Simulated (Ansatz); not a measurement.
# BrGeH5: the cost of one run

Program: Ansatz 0.2.0, Gaussian basis. Level of theory: PBE0-D4, def2-SVP first, then def2-TZVP. These are calculated values, not measurements.

152 further runs of the same task are left out: 152 set aside as unsound or not needed.

**1. The starting structure**

The guess: 7 atoms, charge 0, spin multiplicity 1.

Atoms are counted from 1 here; the program's logs count them from 0.

Bond lengths: Ge1–H3 1.499 Å, Ge1–H4 1.503 Å, Ge1–H5 1.538 Å, Ge1–Br7 2.839 Å. Angles: H3–Ge1–H4 122.2°, H3–Ge1–H5 108.0°, H3–Ge1–Br7 83.7°, H4–Ge1–H5 105.9°, H4–Ge1–Br7 82.7°, H5–Ge1–Br7 156.9°.

As a file:

```xyz
7
BrGeH5
Ge   -0.6600   -0.2402    0.0349
H     1.1826   -0.7787    0.0899
H    -0.9764    0.0792   -1.3951
H    -1.2210    0.5589    1.1775
H    -1.0700   -1.6985    0.2991
H     1.6482    0.1005   -0.0231
Br    1.0966    1.9788   -0.1832
```

Distances that are to change: Ge1–Br7 2.84 Å, H2–H6 1.00 Å, Ge1–H2 1.92 Å, H6–Br7 1.96 Å.

**2. Constrained relaxation of the guess**

hold/in.yaml reads:

```yaml
crystal:
  periodic: [false, false, false]
  atoms:
    - {symbol: Ge, position_ang: [-0.660000, -0.240200, 0.034900]}
    - {symbol: H, position_ang: [1.182600, -0.778700, 0.089900]}
    - {symbol: H, position_ang: [-0.976400, 0.079200, -1.395100]}
    - {symbol: H, position_ang: [-1.221000, 0.558900, 1.177500]}
    - {symbol: H, position_ang: [-1.070000, -1.698500, 0.299100]}
    - {symbol: H, position_ang: [1.648200, 0.100500, -0.023100]}
    - {symbol: Br, position_ang: [1.096600, 1.978800, -0.183200]}
basis:
  gaussian: {orbitals: def2-SVP}
hamiltonian: {xc: pbe0, dispersion: d4}
relax: {f_tol: 0.04, max_steps: 150, escape_saddle: false, constraints: [{distance: [0, 6]}, {distance: [1, 5]}, {distance: [0, 1]}, {distance: [5, 6]}]}
```

Command:

```
ansatz run in.yaml --threads 4 --pin off --events-out ev --progress --plain --max-ram 9574MiB
```

**Question.** How long does this run take on 4 threads of Arm Neoverse V1, shared host?

About 6 s.
